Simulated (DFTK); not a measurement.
Runs of DFTK 0.8.2 on Ta3AsAu2O13. It takes space group R3m (No. 160, trigonal). The conventional cell has a = 10.485 Å, b = 10.485 Å, c = 12.428 Å, α = 90.00°, β = 90.00°, γ = 120.00°. Ta (site symmetry m) is surrounded by 4 O at 1.82 to 1.95 Å. As (site symmetry 3m) has 3 O at 1.76 Å as nearest neighbours. Au (site symmetry 3m) is surrounded by 3 O at 2.21 Å. Au (site symmetry 3m) has 1 As at 2.39 Å and 1 Au at 2.67 Å as nearest neighbours. O (site symmetry m) is surrounded by 1 As at 1.76 Å and 1 Ta at 1.93 Å. O (site symmetry 1) is surrounded by 1 O at 1.44 Å. O (site symmetry m) has 1 Ta at 1.82 Å as nearest neighbours. O (site symmetry 3m) is surrounded by 3 Ta at 2.11 Å. The cell was built by a generator and needn't be a form met in nature.

| U | gap on the mesh (eV) | pressure (GPa) | largest force (eV/Å) |
| --- | --- | --- | --- |
| Au d U = 8 eV, Ta d U = 8 eV | 1.03 | 2.0 | 1.30 |
| Au d U = 4.5 eV, Ta d U = 4.5 eV | 1.09 | 0.9 | 0.76 |
| Au d U = 6 eV, Ta d U = 6 eV | 1.07 | 1.3 | 1.00 |
| Au d U = 3 eV, Ta d U = 3 eV | (b) | 0.4 | (a) |
| Au d U = 0 eV, Ta d U = 0 eV | 1.14 | (d) | 0.50 |
| Au d U = 1.5 eV, Ta d U = 1.5 eV | 1.13 | (c) | 0.47 |

Alike in all rows: task single point; level PBE+U; potentials or basis dojo.nc.sr.pbe.v0_4_1.standard.upf (PBE); no spin polarisation; cell as given; k mesh 1 × 1 × 1; cutoff (eV) 1143; smearing fermi-dirac 0.05 eV; the mesh is coarse, so values aren't converged.

Problem. Fill in the values left out.

Solution. (a) 0.51; (b) 1.12; (c) 0.0; (d) -0.4.

Caveats: all runs use coarse meshes; the Hubbard orbitals reach further out than in other programs, which can move energies by up to some tens of meV an atom; spin-orbit coupling is left out, which moves the levels of the heavy elements; an odd mesh through Γ misses points on the zone boundary, where band edges often lie; forces of over 1 eV/Å show positions far from the minimum, so gaps and moduli don't describe the material at rest (some runs).

A k mesh can miss the band edges, and the runs leave out spin-orbit coupling on As, Au, Ta.
